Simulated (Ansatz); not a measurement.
# Ge2H+ (singlet): the correlation ladder, cc-pVDZ

How much of the correlation energy of Ge2H+ (singlet) does each wave-function method recover here?

Program: Ansatz 0.2.0, Gaussian basis. Level of theory: cc-pVDZ, core rule «outside noble gas», up to 28 orbitals frozen. These are calculated values, not measurements.

The runs, in order: UHF; CCSD(T) on RHF; CCSD(T) on UHF; BCCD(T) on RHF; CISD; CCSDT(Q) on RHF; CCSDT(Q) on UHF; CCSDTQ on RHF; CCSDTQ on UHF; CASSCF and MRCISD+Q, 8 electrons in 9 orbitals; CASSCF and NEVPT2, 8 electrons in 9 orbitals.

5 further runs of the same task are left out: 5 set aside as unsound or not needed.

### Step 1. The geometry

The geometry is a PBE0/def2-TZVP stationary point (not a proven minimum) of the parent state, kept for this charge and spin. No spin-orbit coupling is included. The filled d shell of Ge may be among the frozen orbitals whatever the setting's name suggests; the logs give the count.

3 atoms, charge 1, spin multiplicity 1.

Atoms are counted from 1 here; the program's logs count them from 0.

Bond lengths: Ge1–Ge2 2.365 Å, Ge1–H3 1.787 Å, Ge2–H3 1.787 Å. Angles: Ge2–Ge1–H3 48.6°, Ge1–Ge2–H3 48.6°, Ge1–H3–Ge2 82.9°.

### Step 2. UHF

in.yaml reads:

```yaml
crystal:
  periodic: [false, false, false]
  atoms:
    - {symbol: Ge, position_ang: [0.000000, -0.446640, 1.182358]}
    - {symbol: Ge, position_ang: [0.000000, -0.446640, -1.182358]}
    - {symbol: H, position_ang: [0.000000, 0.893279, 0.000000]}
basis:
  gaussian: {orbitals: cc-pVDZ}
total_charge: 1
magnetization: {spin_polarized: true, initial_magnetization: 0}
hamiltonian: {xc: hf}
output: {orbitals: {seedname: orbitals}}
```

On the command line:

```console
> ansatz run in.yaml --threads 1 --pin off --events-out ev --progress --plain --max-ram 2560MiB --backend cpu
```

Further steps of the session: CCSD(T) on RHF; CCSD(T) on UHF; BCCD(T) on RHF; CISD; CCSDT(Q) on RHF; CCSDT(Q) on UHF; CCSDTQ on RHF; CCSDTQ on UHF; CASSCF and MRCISD+Q, 8 electrons in 9 orbitals; CASSCF and NEVPT2, 8 electrons in 9 orbitals.

Before running them: what should the planned runs give, taken together? Wanted: RCCSDTQ below the RHF energy; RMP2 from RCCSDTQ; RCCSD from RCCSDTQ; RCCSD(T) from RCCSDTQ; RCCSDT(Q) from RCCSDTQ; NEVPT2 valence from RCCSDTQ; MRCISD+Q valence from RCCSDTQ; T1 diagnostic; effectively unpaired electrons.

**Answer**, as computed:

| quantity | value |
| --- | --- |
| RCCSDTQ below the RHF energy | -4.6219 eV |
| RMP2 from RCCSDTQ | +27.88 kcal/mol |
| RCCSD from RCCSDTQ | +5.42 kcal/mol |
| RCCSD(T) from RCCSDTQ | +1.94 kcal/mol |
| RCCSDT(Q) from RCCSDTQ | +0.16 kcal/mol |
| NEVPT2 valence from RCCSDTQ | +15.68 kcal/mol |
| MRCISD+Q valence from RCCSDTQ | +1.67 kcal/mol |
| levels within 1 kcal/mol (43 meV) | RCCSDT, RCCSDT(Q) |
| T1 diagnostic | 0.014 |
| effectively unpaired electrons | 0.10 |

RCCSD(T) lands +1.94 kcal/mol from the yardstick (1.8 % of the correlation energy). One determinant dominates. Of the multireference levels listed MRCISD+Q valence comes nearest in total energy (+1.67 kcal/mol), which doesn't show that its space is the better one. Coupled cluster took another determinant than the lowest Hartree-Fock one. These misses are within one basis, not against nature.
